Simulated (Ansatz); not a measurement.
# YTi2Pb4 (element-swapped structure): how the settings move a single-point run

How sensitive is a single-point run of YTi2Pb4 (element-swapped structure) to its settings? A reference run comes first, then four runs with altered input.

Method: reference: DFT PBE, plane waves, PAW, scalar-relativistic, no spin polarisation, in Ansatz 0.2.0.

**1. The structure to begin with**

Symmetry: I4/mmm, No. 139, tetragonal system. The conventional cell has a = 7.586 Å, b = 7.586 Å, c = 6.198 Å, α = 90.00°, β = 90.00°, γ = 90.00°. Y (site symmetry 4/mmm) is surrounded by 4 Pb at 3.25 Å. Pb (site symmetry m2m) is surrounded by 4 Pb at 2.99 to 3.30 Å and 4 Ti at 3.15 Å and 1 Y at 3.25 Å. Ti (site symmetry -4m2) has 2 Ti at 3.10 Å and 8 Pb at 3.15 Å as nearest neighbours.

As a file:

```
CELL_PARAMETERS angstrom
-3.79297 3.79297 3.09902
3.79297 -3.79297 3.09902
3.79297 3.79297 -3.09902
ATOMIC_POSITIONS crystal
Y 0.00000 0.00000 0.00000
Pb 0.30300 0.30300 0.60600
Pb 0.30300 0.69700 0.00000
Pb 0.69700 0.69700 0.39400
Pb 0.69700 0.30300 0.00000
Ti 0.75000 0.25000 0.50000
Ti 0.25000 0.75000 0.50000
```

**2. Baseline**

Contents of input.yaml:

```yaml
crystal:
  lattice:
    - [-3.792966, 3.792966, 3.09902]
    - [3.792966, -3.792966, 3.09902]
    - [3.792966, 3.792966, -3.09902]
  atoms:
    - { symbol: "Y", position: [0.0, 0.0, 0.0] }
    - { symbol: Pb, position: [0.303, 0.303, 0.606] }
    - { symbol: Pb, position: [0.303, 0.697, 0.0] }
    - { symbol: Pb, position: [0.697, 0.697, 0.394] }
    - { symbol: Pb, position: [0.697, 0.303, 0.0] }
    - { symbol: Ti, position: [0.75, 0.25, 0.5] }
    - { symbol: Ti, position: [0.25, 0.75, 0.5] }
  symmetry: { tolerance: 0.0003 }
kpoints:
  mp_grid: { grid: [4, 4, 4], shift: [0, 0, 0] }
magnetization:
  spin_polarized: false
scf:
  occupations: { method: fermi_dirac }
hamiltonian:
  pseudopotentials: { kind: paw }
  xc: pbe
basis:
  ecutwfc: 420
output:
  forces: true
  stress: true
  eigenvalues: true
```

Run with:

```bash
$ ansatz run input.yaml --threads 1 --pin off --max-ram 2560MiB --backend cpu --events-out ev --progress --plain --runs-dir out
```

**3. A run with other settings**

Edit input.yaml of step 2 so:

```diff
@@ -15,3 +15,3 @@
 kpoints:
-  mp_grid: { grid: [4, 4, 4], shift: [0, 0, 0] }
+  mp_grid: { grid: [1, 1, 1], shift: [0, 0, 0] }
 magnetization:
@@ -19,3 +19,3 @@
 scf:
-  occupations: { method: fermi_dirac }
+  occupations: { method: gaussian, width: 0.001 }
 hamiltonian:
@@ -29 +29,6 @@
   eigenvalues: true
+  write_density: true
+  write_potential: true
+  elf: true
+  volumetric_format: npy
+accuracy: medium
```

**5. Changed: xc_grid 3**

Edit input.yaml of step 2 so:

```diff
@@ -25,2 +25,3 @@
   ecutwfc: 420
+  xc_grid: 3
 output:
@@ -29 +30,5 @@
   eigenvalues: true
+  write_density: true
+  write_potential: true
+  elf: true
+  volumetric_format: npy
```

**6. Changed: occupations.method tetrahedron_uncorrected**

Edit input.yaml of step 2 so:

```diff
@@ -19,3 +19,3 @@
 scf:
-  occupations: { method: fermi_dirac }
+  occupations: { method: tetrahedron_uncorrected }
 hamiltonian:
```

**7. The same system, input altered**

Edit input.yaml of step 2 so:

```diff
@@ -15,3 +15,3 @@
 kpoints:
-  mp_grid: { grid: [4, 4, 4], shift: [0, 0, 0] }
+  mp_grid: { grid: [1, 1, 1], shift: [0, 0, 0] }
 magnetization:
@@ -20,2 +20,3 @@
   occupations: { method: fermi_dirac }
+  max_iter: 100
 hamiltonian:
```

(Steps that only read results are left out.)

Q: Predict the outcome of this session. Wanted: for each run, ending; energy change; pressure; gap; force.

**Answer**, as computed:

```
                                                                                             run     ending          energy change  pressure (GPa)  gap (eV)  force (eV/Å)  cycles   time
                                                                                       reference  converged                      0            -0.7      0.00          1.16       7  6.1 s
1: mp_grid.grid [1, 1, 1], occupations.method gaussian, occupations.width 0.001, accuracy medium  converged  -156.0 meV/atom (σ→0)            -3.5      0.00          0.09       7  1.6 s
                                                                                    2: xc_grid 3  converged           0.0 meV/atom            -0.7      0.00          1.16       7  8.9 s
                                                   3: occupations.method tetrahedron_uncorrected  converged   +11.5 meV/atom (σ→0)            -0.7      0.00          1.15       8  6.4 s
                                                                       4: mp_grid.grid [1, 1, 1]  converged        -177.8 meV/atom            -3.2      0.00          0.14       7  1.8 s
```

Times don't compare one to one where runs were asked for different outputs or read a saved state (see the inputs); cycles may leave out searches for a lower state.

Residual by cycle in the longest SCF loop of each run; runs are numbered as in the table. The quantity is the density residual dr2, in eV.

```
cycle  reference    run 1   run 2    run 3    run 4
    1     0.0579    0.952  0.0579   0.0407    0.707
    2     0.0161    0.252  0.0161   0.0135    0.219
    3     6.4e-4   0.0342  6.4e-4  0.00936  0.00391
    4     4.7e-5  0.00111  4.7e-5   3.1e-4   7.6e-4
    5     5.1e-6   3.9e-5  5.1e-6   2.2e-5   3.6e-5
    6     2.1e-7   1.2e-6  2.1e-7   4.7e-6   1.7e-6
    7     1.5e-8   6.9e-8  1.5e-8   4.8e-7   7.0e-8
    8          -        -       -   1.8e-8        -
```

**Reading.** No change moves the result by more than the table shows.

Caveats on the reference run: it is run without spin, though an odd electron count or open d shells could carry moments; its mesh is coarse for a cell with so small a gap or none; the structure is made up and not relaxed.
